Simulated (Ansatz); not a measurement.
# C2H6AlClSi: up Jacob's ladder to CCSD(T)

One table from this session's results is given with a row withheld; the runs are named, their logs left out.

Program: Ansatz 0.2.0, Gaussian basis. Level of theory: functionals in def2-TZVPP, the program's frozen cores in correlated methods. These are calculated values, not measurements.

The runs, in order: PBE-D4, r2SCAN-D4, PBE0-D4, B3LYP-D4, ωB97X-V, ωB97M-V, B2PLYP; CCSD(T)/def2-TZVPP; MP2/def2-QZVPP; extrapolation to the limit.

**Structure used throughout**

An earlier PBE0-D4 in a triple-zeta def2 set relaxation fixed the geometry.

SMILES `C=[C](Cl)[AlH][SiH3]`, 11 atoms, charge 0, spin multiplicity 1.

Atoms are counted from 1 here; the program's logs count them from 0.

Bond lengths: C1–C2 1.332 Å, C1–H6 1.086 Å, C1–H7 1.086 Å, C2–Cl3 1.749 Å, C2–Al4 1.954 Å, Al4–Si5 2.456 Å, Al4–H8 1.584 Å, Si5–H9 1.491 Å, Si5–H10 1.492 Å, Si5–H11 1.491 Å. Angles: C2–C1–H6 123.2°, C2–C1–H7 119.5°, H6–C1–H7 117.3°, C1–C2–Cl3 118.6°, C1–C2–Al4 123.1°, Cl3–C2–Al4 118.3°, C2–Al4–Si5 117.4°, C2–Al4–H8 119.4°, Si5–Al4–H8 123.2°, Al4–Si5–H9 110.9°, Al4–Si5–H10 110.9°, Al4–Si5–H11 112.9°, H9–Si5–H10 107.1°, H9–Si5–H11 107.4°, H10–Si5–H11 107.4°.

Geometry (Å):

```
atom     x (Å)     y (Å)     z (Å)
  C1  -0.79318   1.84597  -0.15315
  C2  -0.22036   1.17514  -1.15153
 Cl3  -0.13870   1.92771  -2.72801
 Al4   0.53712  -0.61377  -0.93983
 Si5   0.40285  -1.64300   1.28567
  H6  -1.21363   2.84094  -0.26908
  H7  -0.85159   1.39150   0.83111
  H8   1.20227  -1.32887  -2.18643
  H9  -0.34162  -2.93423   1.23130
 H10   1.76455  -1.94368   1.81501
 H11  -0.28230  -0.77461   2.28553
```

Set-up of the first run:

File in.yaml:

```yaml
crystal:
  periodic: [false, false, false]
  atoms:
    - {symbol: C, position_ang: [-0.793181, 1.845974, -0.153150]}
    - {symbol: C, position_ang: [-0.220360, 1.175143, -1.151527]}
    - {symbol: Cl, position_ang: [-0.138702, 1.927709, -2.728014]}
    - {symbol: Al, position_ang: [0.537121, -0.613773, -0.939832]}
    - {symbol: Si, position_ang: [0.402848, -1.642999, 1.285671]}
    - {symbol: H, position_ang: [-1.213627, 2.840936, -0.269077]}
    - {symbol: H, position_ang: [-0.851591, 1.391498, 0.831114]}
    - {symbol: H, position_ang: [1.202273, -1.328870, -2.186426]}
    - {symbol: H, position_ang: [-0.341622, -2.934227, 1.231298]}
    - {symbol: H, position_ang: [1.764547, -1.943684, 1.815007]}
    - {symbol: H, position_ang: [-0.282305, -0.774606, 2.285535]}
basis:
  gaussian: {orbitals: def2-TZVPP}
hamiltonian: {xc: pbe, dispersion: d4}
output: {forces: true, orbitals: {seedname: orbitals}}
```

The run is started by

```console
$ ansatz run in.yaml --threads 4 --pin off --events-out ev --progress --plain --max-ram 10444MiB
```

Steps of the session up to this table: PBE-D4 (GGA); r2SCAN-D4 (meta-GGA); PBE0-D4 (hybrid); B3LYP-D4 (hybrid); ωB97X-V (range-separated); ωB97M-V (range-separated); B2PLYP (double hybrid); CCSD(T) in def2-TZVPP; MP2 in def2-QZVPP.

One of the session's tables, all rows but one given; the rest of the session is left out.

It belongs to the step «Atomisation energies». 

| method | atomisation energy (kJ/mol) |
| --- | --- |
| PBE-D4 | 3643.1 |
| r2SCAN-D4 | 3614.3 |
| PBE0-D4 | ? |
| B3LYP-D4 | 3590.4 |
| ωB97X-V | 3615.0 |
| ωB97M-V | 3602.6 |
| B2PLYP | 3545.9 |
| HF/def2-TZVPP | 2671.4 |
| MP2/def2-TZVPP | 3536.8 |
| CCSD/def2-TZVPP | 3449.9 |
| CCSD(T)/def2-TZVPP | 3505.1 |
| MP2/CBS | 3630.9 |
| CCSD(T)/CBS | 3599.1 |

**Question.** Estimate the row for PBE0-D4.

**Answer.** atomisation energy (kJ/mol): 3599.6. In the column «atomisation energy (kJ/mol)» it lies between CCSD(T)/CBS (3599.1) and ωB97M-V (3602.6).
